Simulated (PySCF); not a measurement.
# [Cs4]+: forces at shaken geometries

How stiff is [Cs4]+? Its atoms are displaced at random by several amounts. The structure is generated, not taken from experiment.

Computed with PySCF 2.14.0. Level: BP86, Cs def2-SVP with ECP46; scalar-relativistic core potentials, no spin–orbit coupling.

3 further runs of the same task are left out: 2 for a known fault of the program, 1 that didn't finish.

## (1) Where the work starts

4 atoms, charge 1, spin multiplicity 2.

No contacts short enough for the rule that draws bonds.

Geometry (Å):

```xyz
4
charge 1, multiplicity 2
Cs    3.8030   -0.3324    0.0000
Cs   -0.3324    3.8027    0.0000
Cs   -3.8045    0.3339    0.0000
Cs    0.3339   -3.8042    0.0000
```

An earlier session relaxed this geometry at BP86, Cs def2-SVP with ECP46 (doublet, point group D2h).

Its energy there is -80.662199 Eh.

## (2) Atoms moved at random, σ = 0.1 Å

run.py (the lines that set the calculation)

```python
mol = gto.M(atom='''
Cs     4.00884    -0.31514     0.08783
Cs    -0.44438     3.75602     0.02833
Cs    -3.82619     0.23681    -0.03592
Cs     0.26173    -3.67770    -0.08023''',
    basis={'Cs': 'def2-SVP'},
    ecp={'Cs': 'def2-SVP'},
    charge=1, spin=1)
mf = dft.UKS(mol, xc='B88,P86')
mf.grids.atom_grid = (50, 194)
mf = mf.density_fit()  # fitting sets: Cs def2-universal-JKFIT
mf.conv_tol = 1e-08; mf.max_cycle = 55
mf.kernel(dm0)  # dm0: the density of the relaxed state
```

The run is started by

```bash
$ OMP_NUM_THREADS=2 python run.py
```

## (3) Atoms moved at random, σ = 0.03 Å

run.py (the lines that set the calculation)

```python
mol = gto.M(atom='''
Cs     3.82514    -0.31748     0.00537
Cs    -0.33670     3.84094     0.00546
Cs    -3.79561     0.32544     0.00510
Cs     0.30717    -3.84890    -0.01593''',
    basis={'Cs': 'def2-SVP'},
    ecp={'Cs': 'def2-SVP'},
    charge=1, spin=1)
mf = dft.UKS(mol, xc='B88,P86')
mf.grids.atom_grid = (50, 194)
mf = mf.density_fit()  # fitting sets: Cs def2-universal-JKFIT
mf.conv_tol = 1e-08; mf.max_cycle = 55
mf.kernel(dm0)  # dm0: the density of the relaxed state
```

## (4) Atoms moved at random, σ = 0.06 Å

run.py (the lines that set the calculation)

```python
mol = gto.M(atom='''
Cs     3.78147    -0.34367    -0.11008
Cs    -0.26654     3.84208     0.05555
Cs    -3.82112     0.32310     0.05011
Cs     0.30618    -3.82152     0.00442''',
    basis={'Cs': 'def2-SVP'},
    ecp={'Cs': 'def2-SVP'},
    charge=1, spin=1)
mf = dft.UKS(mol, xc='B88,P86')
mf.grids.atom_grid = (50, 194)
mf = mf.density_fit()  # fitting sets: Cs def2-universal-JKFIT
mf.conv_tol = 1e-08; mf.max_cycle = 55
mf.kernel(dm0)  # dm0: the density of the relaxed state
```

What does the calculation give? Wanted: for each run, σ; energy rise; harmonic estimate −½ F·u; largest force component.

**Answer**, as computed:

| σ (Å) | energy rise (eV) | harmonic estimate −½ F·u (eV) | largest force component (eV/Å) |
| --- | --- | --- | --- |
| 0.1 | -0.001 | -0.001 | 0.04 |
| 0.03 | 0.001 | 0.001 | 0.02 |
| 0.06 | 0.001 | 0.001 | 0.02 |

A displacement lowers the energy, so the relaxed geometry or state isn't the lowest nearby. The bases are small and lack diffuse functions. Spin–orbit coupling is left out for this open shell, where it can reorder the states. Open shells may have lower solutions than the one found.
